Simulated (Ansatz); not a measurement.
# ZrC: the cost of one run

Program: Ansatz 0.2.0. Level of theory: DFT r2SCAN, scalar-relativistic, plane waves, PAW. These are calculated values, not measurements.

The COD entry's cell or inner coordinates are ideal or old and differ from later refinements, so a difference from it is no clean test against experiment.

2 further runs of the same task are left out: 1 that didn't finish, 1 set aside as unsound or not needed.

**1. The structure to begin with**

It takes space group Fm-3m (No. 225, cubic). The conventional cell has a = 4.712 Å, b = 4.712 Å, c = 4.712 Å, α = 90.00°, β = 90.00°, γ = 90.00°. Zr (site symmetry m-3m) has 6 C at 2.36 Å in its first shell of neighbours. C (site symmetry m-3m) is surrounded by 6 Zr at 2.36 Å.

As a file:

```xyz
2
Lattice="0.0000 2.3559 2.3559 2.3559 0.0000 2.3559 2.3559 2.3559 0.0000" Properties=species:S:1:pos:R:3 pbc="T T T"
Zr    2.3559    2.3559    2.3559
C     0.0000    0.0000    0.0000
```

It is the result of an earlier relaxation at this level (volume 13.08 Å³/atom; gap on the mesh: none (metal)).

**2. Static run: bands, density of states and charges**

input.yaml

```yaml
crystal:
  lattice:
    - [0.0, 2.3558747651, 2.3558747651]
    - [2.3558747651, 0.0, 2.3558747651]
    - [2.3558747651, 2.3558747651, 0.0]
  atoms:
    - { symbol: Zr, position: [0.5, 0.5, 0.5] }
    - { symbol: C, position: [0.0, 0.0, 0.0] }
basis:
  ecutwfc: 500
kpoints:
  mp_grid: { grid: [16, 16, 16] }
  band_path:
    path:
      - [[0.0, 0.0, 0.0], [0.5, 0.0, 0.5], [0.625, 0.25, 0.625]]
      - [[0.375, 0.375, 0.75], [0.0, 0.0, 0.0], [0.5, 0.5, 0.5], [0.5, 0.25, 0.75], [0.5, 0.0, 0.5]]
    npoints: 14
hamiltonian:
  xc: r2scan
scf:
  occupations: { method: gaussian, width: 0.1 }
  n_extra_bands: 6
output:
  forces: true
  stress: true
  eigenvalues: true
  populations: true
  dos: { projected: true, de: 0.02, nscf_kmesh: { grid: [24, 24, 24] } }
  bader: true
  write_density: true
  write_potential: true
  elf: true
  volumetric_format: npy
```

On the command line:

```bash
$ ansatz run input.yaml --threads 1 --pin off --max-ram 2560MiB --backend cpu --events-out ev --progress --plain --runs-dir out
```

What time and memory should one allow on 1 thread of Arm Neoverse V2, shared host?

About 21 s, with a peak of 0.41 GiB.
